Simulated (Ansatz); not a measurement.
# NbSbSe: the cost of one run

Method: DFT PBE, scalar-relativistic, plane waves, PAW, in Ansatz 0.2.0.

**1. The structure to begin with**

It takes space group Immm (No. 71, orthorhombic). The conventional cell has a = 3.689 Å, b = 5.137 Å, c = 13.137 Å, α = 90.00°, β = 90.00°, γ = 90.00°. Nb (site symmetry mm2) has 4 Sb at 2.81 Å and 4 Se at 2.84 to 2.90 Å and 1 Nb at 3.12 Å as nearest neighbours. Around Sb (site symmetry m2m) lie 1 Sb at 2.27 Å. Se (site symmetry mm2) is surrounded by 4 Nb at 2.84 to 2.90 Å.

Coordinates:

```cif
data_structure
_symmetry_space_group_name_H-M 'P 1'
_symmetry_Int_Tables_number 1
_cell_length_a 7.2901
_cell_length_b 7.2901
_cell_length_c 7.2901
_cell_angle_alpha 150.691
_cell_angle_beta 138.743
_cell_angle_gamma 51.409
_cell_volume 124.46
loop_
_atom_site_label
_atom_site_type_symbol
_atom_site_fract_x
_atom_site_fract_y
_atom_site_fract_z
_atom_site_occupancy
Nb1 Nb 0.61880 0.11880 0.50000 1
Nb2 Nb 0.38120 0.88120 0.50000 1
Sb1 Sb 0.77900 0.50000 0.27900 1
Sb2 Sb 0.22100 0.50000 0.72100 1
Se1 Se 0.21100 0.21100 0.00000 1
Se2 Se 0.78900 0.78900 0.00000 1
```

This is a trial structure built by rule; it need not be a known or stable form of this composition.

(A quick probe on a coarse mesh, which set the mesh and smearing, is not shown.)

**3. Rough relaxation on the coarse mesh**

input.yaml reads:

```yaml
crystal:
  lattice:
    - [-1.8443340153, 2.5683230179, 6.5686419437]
    - [1.8443340153, -2.5683230179, 6.5686419437]
    - [1.8443340153, 2.5683230179, -6.5686419437]
  atoms:
    - { symbol: Nb, position: [0.6188, 0.1188, 0.5] }
    - { symbol: Nb, position: [0.3812, 0.8812, 0.5] }
    - { symbol: Sb, position: [0.779, 0.5, 0.279] }
    - { symbol: Sb, position: [0.221, 0.5, 0.721] }
    - { symbol: Se, position: [0.211, 0.211, 0.0] }
    - { symbol: Se, position: [0.789, 0.789, 0.0] }
basis:
  ecutwfc: 420
kpoints:
  mp_grid: { grid: [6, 6, 6] }
hamiltonian:
  xc: pbe
scf:
  occupations: { method: gaussian, width: 0.1 }
output:
  forces: true
  stress: true
  eigenvalues: true
relax:
  adjacent_minimum: "off"
  f_tol: 0.05
  max_steps: 80
  cell: { stress_tol: 0.5 }
```

Q: Estimate wall time and peak memory on 4 threads of an x86-64 CPU, shared host.

About 57 s, with a peak of 0.8 GiB.
